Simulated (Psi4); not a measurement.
# HF/def2-SVP run of BNH2F2 (SMILES NB(F)F)

Aim: a single-point energy of BNH2F2. 

Program for the calculation: Psi4 1.11.

3 further runs of the same task are left out: 1 that didn't finish, 2 set aside as unsound or not needed.

### 1 The molecule

The species is BNH2F2 (6 atoms), meant as a singlet with charge 0. As SMILES, `NB(F)F`. Geometry: relaxed at PBE0-D4/def2-TZVP.

Bond lengths: N1–B2 1.392 Å, B2–F3 1.330 Å, B2–F4 1.330 Å, N1–H5 1.003 Å, N1–H6 1.003 Å. Angles: N1–B2–F3 121.2°, N1–B2–F4 121.2°, F3–B2–F4 117.6°, B2–N1–H5 122.4°, B2–N1–H6 122.4°, H5–N1–H6 115.2°.

### 2 The energy at HF/def2-SVP

job.in

```
memory 1.6 GB

molecule geom {
  0 1
  N     -0.210700     0.687600    -0.156800
  B      0.195300    -0.614700     0.121200
  F     -0.667400    -1.526100     0.560300
  F      1.459700    -0.991800    -0.042700
  H      0.425000     1.389500    -0.488700
  H     -1.159800     0.991400    -0.039400
  symmetry c1
}

set {
  reference     rhf
  puream        true
  e_convergence 1e-09
  d_convergence 1e-08
  scf_type      pk
}

E, wfn = energy('hf/def2-SVP', return_wfn=True)
oeprop(wfn, 'WIBERG_LOWDIN_INDICES', 'LOWDIN_CHARGES', 'QUADRUPOLE', title='HF')
```

On the command line:

```
$ psi4 -i job.in -o job.out -n 1
```

**Question.** What will come out? Wanted: total energy; dipole moment; HOMO energy; LUMO energy; HOMO–LUMO gap.

**Answer.** As computed:

Level: HF/def2-SVP.

| quantity | value |
| --- | --- |
| total energy | -279.13877 Eh |
| dipole moment | 2.91 D |
| HOMO energy | -12.31 eV |
| LUMO energy | 4.59 eV |
| HOMO–LUMO gap | 16.90 eV |
